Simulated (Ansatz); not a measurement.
# Si on WC(001): hop by a lattice vector of the surface, part 1 of 2

How high is the barrier for the hop by a lattice vector of the surface? Relax the two ends, then run a nudged elastic band between them. The slab cell is 2×2, and the adsorbate is set down on it by hand.

All numbers below are computed with Ansatz 0.2.0 (DFT PBE, plane waves, PAW, scalar-relativistic, no spin polarisation).

## Step 1: The structure to begin with

The cell holds 25 atoms (C12SiW12): a = 5.812 Å, b = 5.812 Å, c = 18.094 Å, α = 90.00°, β = 90.00°, γ = 120.00°.

As a file:

```xyz
25
Lattice="5.8117 0.0000 0.0000 -2.9058 5.0330 0.0000 0.0000 0.0000 18.0941" Properties=species:S:1:pos:R:3 pbc="T T T"
W     0.0000    0.0000    1.0000
C     1.4529    0.8388    2.4188
W     0.0000    0.0000    3.8376
C     1.4529    0.8388    5.2565
W     0.0000    0.0000    6.6753
C     1.4529    0.8388    8.0941
W    -1.4529    2.5165    1.0000
C     0.0000    3.3554    2.4188
W    -1.4529    2.5165    3.8376
C     0.0000    3.3554    5.2565
W    -1.4529    2.5165    6.6753
C     0.0000    3.3554    8.0941
W     2.9058    0.0000    1.0000
C     4.3587    0.8388    2.4188
W     2.9058    0.0000    3.8376
C     4.3587    0.8388    5.2565
W     2.9058    0.0000    6.6753
C     4.3587    0.8388    8.0941
W     1.4529    2.5165    1.0000
C     2.9058    3.3554    2.4188
W     1.4529    2.5165    3.8376
C     2.9058    3.3554    5.2565
W     1.4529    2.5165    6.6753
C     2.9058    3.3554    8.0941
Si    0.0442    3.1702   10.0041
```

## Step 2: Relaxing end A

The input, input.yaml:

```yaml
crystal:
  lattice:
    - [5.81166, 0.0, 0.0]
    - [-2.90583, 5.033045, 0.0]
    - [0.0, 0.0, 18.094125]
  atoms:
    - { symbol: W, position: [0.0, 0.0, 0.0552666] }
    - { symbol: C, position: [0.3333333, 0.1666667, 0.1336801] }
    - { symbol: W, position: [0.0, 0.0, 0.2120937] }
    - { symbol: C, position: [0.3333333, 0.1666667, 0.2905073] }
    - { symbol: W, position: [0.0, 0.0, 0.3689209] }
    - { symbol: C, position: [0.3333333, 0.1666667, 0.4473344] }
    - { symbol: W, position: [0.0, 0.5, 0.0552666] }
    - { symbol: C, position: [0.3333333, 0.6666667, 0.1336801] }
    - { symbol: W, position: [0.0, 0.5, 0.2120937] }
    - { symbol: C, position: [0.3333333, 0.6666667, 0.2905073] }
    - { symbol: W, position: [0.0, 0.5, 0.3689209] }
    - { symbol: C, position: [0.3333333, 0.6666667, 0.4473344] }
    - { symbol: W, position: [0.5, 0.0, 0.0552666] }
    - { symbol: C, position: [0.8333333, 0.1666667, 0.1336801] }
    - { symbol: W, position: [0.5, 0.0, 0.2120937] }
    - { symbol: C, position: [0.8333333, 0.1666667, 0.2905073] }
    - { symbol: W, position: [0.5, 0.0, 0.3689209] }
    - { symbol: C, position: [0.8333333, 0.1666667, 0.4473344] }
    - { symbol: W, position: [0.5, 0.5, 0.0552666] }
    - { symbol: C, position: [0.8333333, 0.6666667, 0.1336801] }
    - { symbol: W, position: [0.5, 0.5, 0.2120937] }
    - { symbol: C, position: [0.8333333, 0.6666667, 0.2905073] }
    - { symbol: W, position: [0.5, 0.5, 0.3689209] }
    - { symbol: C, position: [0.8333333, 0.6666667, 0.4473344] }
    - { symbol: Si, position: [0.32254, 0.6298756, 0.5528935] }
basis:
  ecutwfc: 420.0
kpoints:
  mp_grid: { grid: [3, 3, 1] }
hamiltonian:
  xc: pbe
  pseudopotentials: { kind: paw, azcp: { folder: soft_1 } }
scf:
  occupations: { method: gaussian, width: 0.1 }
  lower_state_search: "off"
relax:
  f_tol: 0.03
  max_steps: 60
  adjacent_minimum: "off"
  constraints: [{ sites: [0, 1, 6, 7, 12, 13, 18, 19] }]
output:
  write_density: true
  write_potential: true
  elf: true
  volumetric_format: npy
```

On the command line:

```sh
> ansatz run input.yaml --threads 4 --pin off --max-ram 10240MiB --backend cpu --events-out ev --progress --plain --runs-dir out
```

Standard output (excerpt; [...] marks lines left out):

```text
Warning: RAYON_NUM_THREADS=4 ignored (pool sized by the plan → 4); use --threads N
[...]
Pseudopotentials: kind: paw
Pseudopotential: W, paw, valence charge 14, recommended cutoff 420 eV (normal), <dir>
Pseudopotential: C, paw, valence charge 4, recommended cutoff 420 eV (normal), <dir>
Pseudopotential: Si, paw, valence charge 4, recommended cutoff 420 eV (normal), <dir>
Functional definition: PBE
[...]
Crystal: 25 atoms, lattice volume = 529.259 Å³
Basis set: ecut = 420 eV, 10333 PW (Γ), exchange–correlation on 80×80×250 points (8 copies of the dense FFT grid, shifted against one another)
Bands: 135, of which v1, the nominal top of the filled ones, is band 110 counted from 1 (109 counted from 0)
Symmetry: 1 space group operations
Space group: P1 (ITA 1), of the structure as read, at distance tolerance 8.1e-5 Å
k-points: 5 of 9 (time reversal used)
[...]
SCF iter   1: F=—  HF=-128282.886703 eV  |F-HF|=—  |Δ(HF+E_count)|=         —  Δρ=1.04e-1  dr2=2.64e2  ethr=3.10e-3  ⟨swp⟩=7.4  Hψ=3379  notcnv=0  defer=9
[...]
relax step   1: F+E_penalty+E_count = -128260.91246069 eV  Δ(F+E_penalty+E_count) = +0.000e0 eV  max|allowed force component| = 5.066e0 eV/Å  Δτ_max = 0.0000 Å  (15 SCF iters, dr2 threshold 2.25e-5 eV, accepted)
[...]
relax step   4: F+E_penalty+E_count = -128264.42949054 eV  Δ(F+E_penalty+E_count) = -2.274e-1 eV  max|allowed force component| = 1.020e0 eV/Å  Δτ_max = 0.1922 Å  (8 SCF iters, dr2 threshold 7.61e-5 eV, accepted)
[...]
relax step   7: F+E_penalty+E_count = -128265.44234637 eV  Δ(F+E_penalty+E_count) = -4.058e-1 eV  max|allowed force component| = 1.384e0 eV/Å  Δτ_max = 0.1945 Å  (8 SCF iters, dr2 threshold 1.00e-4 eV, accepted)
[...]
relax step  10: F+E_penalty+E_count = -128266.52965317 eV  Δ(F+E_penalty+E_count) = -3.322e-1 eV  max|allowed force component| = 8.823e-1 eV/Å  Δτ_max = 0.1951 Å  (8 SCF iters, dr2 threshold 1.00e-4 eV, accepted)
[...]
relax step  13: F+E_penalty+E_count = -128266.70764519 eV  Δ(F+E_penalty+E_count) = -2.002e-3 eV  max|allowed force component| = 8.412e-2 eV/Å  Δτ_max = 0.0155 Å  (8 SCF iters, dr2 threshold 1.06e-6 eV, accepted)
[...]
relax step  14: F+E_penalty+E_count = -128266.70800704 eV  Δ(F+E_penalty+E_count) = -3.619e-4 eV  max|allowed force component| = 8.888e-3 eV/Å  Δτ_max = 0.0058 Å  (8 SCF iters, accepted)
NSCF: frozen V_eff on 5 k-points
[...]
```

## Step 3: The output, continued: end point A relaxed

The log, continued (excerpt; [...] marks lines left out):

```text
WARN: The output density's exchange-correlation potential varies sharply where the density is thin. Do not read a vacuum level from v_tot or v_xc, or from such a field of the output density. On a cell that repeats whose density bears no net charge and no dipole along the vacuum's axis use [...]
Free energy (F): -128266.708007 eV
[...]
E sigma→0 (E₀):  -128266.671099 eV
Entropy (-TS):   -0.073817 eV (-2.953 meV/atom)
Fermi energy:    7.232107 eV
[...]
--- Forces (eV/Å), atoms counted from 1 ---
[...]
  atom   1  W     -0.00005397    -0.00862553     0.85629819
  atom   2  C      0.03609813    -0.02064823    -0.88072045
  atom   3  W      0.00017090     0.00149615    -0.00162714
  atom   4  C      0.00075875     0.00019617     0.00610964
  atom   5  W      0.00179776     0.00129644    -0.00597449
  atom   6  C     -0.00188054    -0.00081203    -0.00110158
  atom   7  W     -0.00744361     0.00449937     0.85593336
  atom   8  C      0.00002307     0.04221168    -0.88099622
[...]
    - { symbol: C, position: [0.33124290448674115, 0.6624448688334021, 0.44296629166690665] }
    - { symbol: W, position: [0.5, 0.0, 0.055266600000000006] }
    - { symbol: C, position: [0.8333333, 0.16666670000000003, 0.1336801] }
    - { symbol: W, position: [0.5000110327826185, 1.3886559566048752e-5, 0.21365853038906735] }
    - { symbol: C, position: [0.8314246201419789, 0.16574206010714176, 0.2895376971081501] }
    - { symbol: W, position: [0.5000338781474796, 7.733438018400859e-5, 0.377506473451539] }
    - { symbol: C, position: [0.8376959398228017, 0.16891666998641897, 0.44297016402283707] }
    - { symbol: W, position: [0.5, 0.5000000000000001, 0.055266600000000006] }
    - { symbol: C, position: [0.8333333000000002, 0.6666667000000001, 0.1336801] }
    - { symbol: W, position: [0.4998515469660272, 0.49993927149117134, 0.2124602756560004] }
    - { symbol: C, position: [0.8333612404302113, 0.6666878402235467, 0.28765363022018947] }
    - { symbol: W, position: [0.49988271588571426, 0.4999485404366712, 0.37063687939883794] }
    - { symbol: C, position: [0.8333827145437758, 0.6668275255421221, 0.43141043484069097] }
    - { symbol: Si, position: [0.16675626539224495, 0.33347817814349434, 0.4931255277174425] }
```

It took 2.6 min on 4 threads of Arm Neoverse V2, shared host; peak memory 1.8 GiB.

Relaxation path:

```csv
step,energy from step 1 (eV/cell),largest force component (eV/Å)
1,0.0000,5.0656
2,-3.0208,1.9787
3,-3.2896,0.7389
4,-3.5170,1.0195
5,-3.7913,1.1273
6,-4.1241,1.3258
7,-4.5299,1.3835
8,-4.9206,1.3252
9,-5.2850,0.8641
10,-5.6172,0.8823
11,-5.7279,1.0664
12,-5.7932,0.1300
13,-5.7952,0.0841
14,-5.7955,0.0089
```

Step 1 is the start. 8 atoms are held fixed.

The atom that moved most is Si25, by 1.84 Å.

## Step 4: The band

crystal.atoms is end A as relaxed above, and neb.final_atoms is the same geometry shifted by the lattice vector, with the slab's atoms relabelled. With 3 inner images the band has 5 in all.

The input, input.yaml:

```yaml
crystal:
  lattice:
    - [5.81166, 0.0, 0.0]
    - [-2.90583, 5.033045, 0.0]
    - [0.0, 0.0, 18.094125]
  atoms:
    - { symbol: W, position: [0.0, 0.0, 0.0552666] }
    - { symbol: C, position: [0.3333333, 0.1666667, 0.1336801] }
    - { symbol: W, position: [7.904e-05, 0.00016238, 0.21246054] }
    - { symbol: C, position: [0.33430248, 0.16572015, 0.28952036] }
    - { symbol: W, position: [0.00011165, 0.00021027, 0.37063727] }
    - { symbol: C, position: [0.3312639, 0.16892788, 0.44298449] }
    - { symbol: W, position: [0.0, 0.5, 0.0552666] }
    - { symbol: C, position: [0.3333333, 0.6666667, 0.1336801] }
    - { symbol: W, position: [8.762e-05, 0.49993663, 0.2124569] }
    - { symbol: C, position: [0.33431501, 0.66862354, 0.28953455] }
    - { symbol: W, position: [8.992e-05, 0.49995115, 0.3706437] }
    - { symbol: C, position: [0.3312429, 0.66244487, 0.44296629] }
    - { symbol: W, position: [0.5, 0.0, 0.0552666] }
    - { symbol: C, position: [0.8333333, 0.1666667, 0.1336801] }
    - { symbol: W, position: [0.50001103, 1.389e-05, 0.21365853] }
    - { symbol: C, position: [0.83142462, 0.16574206, 0.2895377] }
    - { symbol: W, position: [0.50003388, 7.733e-05, 0.37750647] }
    - { symbol: C, position: [0.83769594, 0.16891667, 0.44297016] }
    - { symbol: W, position: [0.5, 0.5, 0.0552666] }
    - { symbol: C, position: [0.8333333, 0.6666667, 0.1336801] }
    - { symbol: W, position: [0.49985155, 0.49993927, 0.21246028] }
    - { symbol: C, position: [0.83336124, 0.66668784, 0.28765363] }
    - { symbol: W, position: [0.49988272, 0.49994854, 0.37063688] }
    - { symbol: C, position: [0.83338271, 0.66682753, 0.43141043] }
    - { symbol: Si, position: [0.16675627, 0.33347818, 0.49312553] }
basis:
  ecutwfc: 420.0
kpoints:
  mp_grid: { grid: [3, 3, 1] }
hamiltonian:
  xc: pbe
  pseudopotentials: { kind: paw, azcp: { folder: soft_1 } }
scf:
  occupations: { method: gaussian, width: 0.1 }
  lower_state_search: "off"
neb:
  images: 3
  f_tol: 0.05
  initial_path: linear
  max_iterations: 76
  constraints: [{ sites: [0, 1, 6, 7, 12, 13, 18, 19] }]
  final_atoms:
    - { symbol: W, position: [0.0, 0.0, 0.0552666] }
    - { symbol: C, position: [0.3333333, 0.1666667, 0.1336801] }
    - { symbol: W, position: [-0.00014844, -6.071e-05, 0.21246028] }
    - { symbol: C, position: [0.33336125, 0.16668786, 0.28765363] }
    - { symbol: W, position: [-0.00011727, -5.144e-05, 0.37063688] }
    - { symbol: C, position: [0.33338272, 0.16682755, 0.43141043] }
    - { symbol: W, position: [0.0, 0.5, 0.0552666] }
    - { symbol: C, position: [0.3333333, 0.6666667, 0.1336801] }
    - { symbol: W, position: [1.104e-05, 0.50001391, 0.21365853] }
    - { symbol: C, position: [0.33142463, 0.66574208, 0.2895377] }
    - { symbol: W, position: [3.389e-05, 0.50007735, 0.37750647] }
    - { symbol: C, position: [0.33769595, 0.66891669, 0.44297016] }
    - { symbol: W, position: [0.5, 0.0, 0.0552666] }
    - { symbol: C, position: [0.8333333, 0.1666667, 0.1336801] }
    - { symbol: W, position: [0.50008763, -6.335e-05, 0.2124569] }
    - { symbol: C, position: [0.83431502, 0.16862356, 0.28953455] }
    - { symbol: W, position: [0.50008993, -4.883e-05, 0.3706437] }
    - { symbol: C, position: [0.83124291, 0.16244489, 0.44296629] }
    - { symbol: W, position: [0.5, 0.5, 0.0552666] }
    - { symbol: C, position: [0.8333333, 0.6666667, 0.1336801] }
    - { symbol: W, position: [0.50007905, 0.5001624, 0.21246054] }
    - { symbol: C, position: [0.83430249, 0.66572017, 0.28952036] }
    - { symbol: W, position: [0.50011166, 0.50021029, 0.37063727] }
    - { symbol: C, position: [0.83126391, 0.6689279, 0.44298449] }
    - { symbol: Si, position: [0.66675628, 0.8334782, 0.49312553] }
  order_check: true
```

On the command line:

```sh
> ansatz run input.yaml --threads 4 --pin off --max-ram 10240MiB --backend cpu --events-out ev --progress --plain --runs-dir out
```

Standard output (excerpt; [...] marks lines left out):

```text
Warning: neb: disabling space-group detection — the band's intermediate images generally break the endpoint symmetry, so no spatial operation reduces the k-mesh or symmetrises the density, except that a semilocal band can use its path's symmetry ahead of convergence; time reversal is [...]
Warning: RAYON_NUM_THREADS=4 ignored (pool sized by the plan → 4); use --threads N
[...]
[... 5 set-up lines as earlier in the session ...]
[...]
parallel-image band execution: 2 concurrent image workers
NEB image 0
Crystal: 25 atoms, lattice volume = 529.259 Å³
Basis set: ecut = 420 eV, 10333 PW (Γ), exchange–correlation on 80×80×250 points (8 copies of the dense FFT grid, shifted against one another)
Bands: 135, of which v1, the nominal top of the filled ones, is band 110 counted from 1 (109 counted from 0)
[...]
NEB iter   5: max|band force component| = 2.472e0 eV/Å  barrier→ = 0.9143 eV  barrier← = 0.9143 eV  Δτ_max = 0.0607 Å  (39 SCF iters)
[...]
NEB iter   7: max|band force component| = 1.011e0 eV/Å  barrier→ = 0.8749 eV  barrier← = 0.8749 eV  Δτ_max = 0.0763 Å  (32 SCF iters)
[...]
NEB iter   9: max|band force component| = 3.292e-1 eV/Å  barrier→ = 0.8711 eV  barrier← = 0.8711 eV  CI = image 1  Δτ_max = 0.0625 Å  (31 SCF iters)
NEB iter  10: max|band force component| = 4.163e-1 eV/Å  barrier→ = 0.8832 eV  barrier← = 0.8832 eV  CI = image 1  Δτ_max = 0.0313 Å  (31 SCF iters)
NEB iter  11: max|band force component| = 2.792e-1 eV/Å  barrier→ = 0.8828 eV  barrier← = 0.8828 eV  CI = image 1  Δτ_max = 0.0601 Å  (26 SCF iters)
NEB image 1
[...]
NEB image 2
[...]
NEB image 3
[...]
NEB image 2
NSCF: frozen V_eff on 5 k-points
NEB image 3
NSCF: frozen V_eff on 5 k-points
NEB image 1
NSCF: frozen V_eff on 5 k-points
[...]
NEB image 1, as the band closes
[...]
NEB point 1 about image 1
[...]
NEB point 2 about image 1
[...]
NEB point 3 about image 1
[...]
NEB point 4 about image 1
[...]
NEB point 5 about image 1
[...]
NEB point 6 about image 1
[...]
NEB point 7 about image 1
[...]
NEB point 8 about image 1
```

(Continued in part 2 of 2.)
